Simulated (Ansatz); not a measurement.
# ClHInS radical: up Jacob's ladder to CCSD(T)

The task here is to estimate one member of a computed series from the others.

Computed with Ansatz 0.2.0, Gaussian basis. Level: functionals in def2-TZVPP, the program's frozen cores in correlated methods.

Plan: LDA (SPW92), PBE-D4, revPBE-D4, BLYP-D4, r2SCAN-D4, B97M-V, PBE0-D4, B3LYP-D4, r2SCANh-D4, r2SCAN0-D4, HSE06-D4, BHLYP-D4, CAM-B3LYP-D4, LC-ωPBE, ωB97X-V, ωB97M-V, B2PLYP, PBE-QIDH; CCSD(T)/def2-SVP; CCSD(T)/def2-TZVPP; CCSD(T)/def2-QZVPP; extrapolation to the limit; RPA on PBE.

## The geometry

An earlier PBE0-D4 in a triple-zeta def2 set relaxation fixed the geometry. In takes the def2 core potential; no spin-orbit term is included.

SMILES `[SH][In][Cl]`, 4 atoms, charge 0, spin multiplicity 2.

Atoms are counted from 1 here; the program's logs count them from 0.

Bond lengths: S1–In2 2.430 Å, S1–H4 1.344 Å, In2–Cl3 2.358 Å. Angles: In2–S1–H4 92.9°, S1–In2–Cl3 115.8°.

Set-up of the first run:

File in.yaml:

```yaml
crystal:
  periodic: [false, false, false]
  atoms:
    - {symbol: S, position_ang: [-1.358506, 0.036699, -0.523008]}
    - {symbol: In, position_ang: [0.934726, 0.261962, 0.247500]}
    - {symbol: Cl, position_ang: [1.895785, -1.672436, 1.193712]}
    - {symbol: H, position_ang: [-1.416505, 1.313374, -0.938504]}
basis:
  gaussian: {orbitals: def2-TZVPP}
magnetization: {spin_polarized: true, initial_magnetization: 1}
hamiltonian: {xc: lda}
output: {orbitals: {seedname: orbitals}}
```

On the command line:

```console
> ansatz run in.yaml --threads 2 --pin off --events-out ev --progress --plain --max-ram 32768MiB --backend cpu
```

Among the steps run: LDA; PBE-D4 (GGA); revPBE-D4 (GGA); BLYP-D4 (GGA); r2SCAN-D4 (meta-GGA); B97M-V (meta-GGA); PBE0-D4 (hybrid); B3LYP-D4 (hybrid); r2SCANh-D4 (hybrid); r2SCAN0-D4 (hybrid); HSE06-D4 (hybrid); BHLYP-D4 (hybrid); CAM-B3LYP-D4 (range-separated); LC-ωPBE (range-separated); ωB97X-V (range-separated); ωB97M-V (range-separated); B2PLYP (double hybrid); PBE-QIDH (double hybrid).

One of the session's tables, all rows but one given; the rest of the session is left out.

It belongs to the step «Frontier levels by functional». 

```
  functional  HOMO (eV)  LUMO (eV)  gap (eV)
 LDA (SPW92)      -5.76      -5.17      0.59
      PBE-D4      -5.62      -4.83      0.80
   revPBE-D4      -5.58      -4.70      0.87
     BLYP-D4      -5.46      -4.81      0.64
   r2SCAN-D4      -6.00      -4.60      1.40
      B97M-V      -5.68      -4.93      0.74
     PBE0-D4      -6.63      -4.04      2.59
    B3LYP-D4      -6.42      -4.39      2.03
  r2SCANh-D4      -6.37      -4.31      2.06
  r2SCAN0-D4      -6.92      -3.87      3.05
    HSE06-D4          ?          ?         ?
    BHLYP-D4      -7.47      -3.31      4.16
CAM-B3LYP-D4      -7.80      -3.22      4.58
     LC-ωPBE      -9.08      -1.90      7.18
     ωB97X-V      -8.64      -2.25      6.39
     ωB97M-V      -8.57      -2.42      6.15
```

**Question.** Estimate the row for HSE06-D4.

**Answer.** HOMO (eV): -6.25; LUMO (eV): -4.41; gap (eV): 1.84. In the column «HOMO (eV)» it lies between r2SCANh-D4 (-6.37) and r2SCAN-D4 (-6.00).
